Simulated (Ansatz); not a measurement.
# MoCl+ (septet): the correlation ladder, def2-TZVPP

An exercise on one series of results from a longer session: the logs are not shown, and one member is left open.

The runs use Ansatz 0.2.0, Gaussian basis; def2-TZVPP, core rule «outside noble gas», up to 9 orbitals frozen.

The runs, in order: UHF; ROHF; CCSD(T) on UHF.

### What is computed

The geometry is a PBE0/def2-TZVP stationary point (not a proven minimum). No spin-orbit coupling is included. Elements past krypton take def2 core potentials.

2 atoms, charge 1, spin multiplicity 7.

Atoms are counted from 1 here; the program's logs count them from 0.

Bond lengths: Mo1–Cl2 2.637 Å.

The first run:

in.yaml reads:

```yaml
crystal:
  periodic: [false, false, false]
  atoms:
    - {symbol: Mo, position_ang: [0.000000, 0.000000, 0.000000]}
    - {symbol: Cl, position_ang: [0.000000, 0.000000, 2.637200]}
basis:
  gaussian: {orbitals: def2-TZVPP}
total_charge: 1
magnetization: {spin_polarized: true, initial_magnetization: 6}
hamiltonian: {xc: hf}
output: {orbitals: {seedname: orbitals}}
```

Run with:

```console
$ ansatz run in.yaml --threads 1 --pin off --events-out ev --progress --plain --max-ram 4096MiB --backend cpu
```

Among the steps run: UHF; ROHF; CCSD(T) on UHF.

One table of the session follows, with a row left open; its other results are not shown here.

| method | from UCCSD(T) (meV) |
| --- | --- |
| ROHF | +7438.1 |
| UHF | ? |
| UMP2 | +1033.7 |
| UCCSD | +220.1 |
| UCCSD(T) | 0 |

**Question.** Estimate the row for UHF.

As computed: from UCCSD(T) (meV): +7205.1. In the column «from UCCSD(T) (meV)» it lies between UMP2 (+1033.7) and ROHF (+7438.1).
